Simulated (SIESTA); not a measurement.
Crystal: Sn3Se.

```
CELL_PARAMETERS angstrom
0.00000 3.73314 3.73314
3.73314 0.00000 3.73314
3.73314 3.73314 0.00000
ATOMIC_POSITIONS crystal
Sn 0.50000 0.50000 0.50000
Sn 0.75000 0.75000 0.75000
Sn 0.25000 0.25000 0.25000
Se 0.00000 0.00000 0.00000
```

The cell comes from a database or a generator and needn't be the stable form of this composition.

```yaml
Program: SIESTA 5.4.2
Task: single point
Functional: PBEsol
Potentials_or_basis: PseudoDojo 0.4 standard (PBEsol files)
Basis: DZP (energy shift 0.003 Ry; two zetas on semicore shells)
Grid_cutoff: 500 Ry
Energy_shift: 0.003 Ry
k_mesh: 6 × 6 × 6
Occupations: fermi-dirac, width 0.05 eV
Spin: no spin polarisation
```

On this cell: pressure -2.2 GPa; largest force zero by symmetry; band gap on the k mesh none (metal or under the smearing width).

The same run follows on a disturbed copy (atoms moved at random, drawn with an rms of 0.05 Å):

```
Sn Se
1.0
     0.00000    3.73314    3.73314
     3.73314    0.00000    3.73314
     3.73314    3.73314    0.00000
Sn Se
3 1
Direct
  0.50350 0.49208 0.50754
  0.75201 0.74705 0.75164
  0.25112 0.24668 0.24994
  0.99438 0.99926 0.99853
```

Task: What changes?

Result: The energy (extrapolated to zero smearing) moves by +1.2 meV/atom; pressure -2.2 GPa; largest force 0.155 eV/Å; band gap on the k mesh none (metal or under the smearing width).

Forces in eV/Å, atoms in the order of the input:
```
Sn  -0.019 -0.154 -0.001
Sn  -0.002  0.015 -0.006
Sn   0.009  0.028  0.000
Se   0.012  0.109  0.008
```

Caveats: the basis of atomic orbitals isn't converged, which shifts pressures, moduli and gaps.
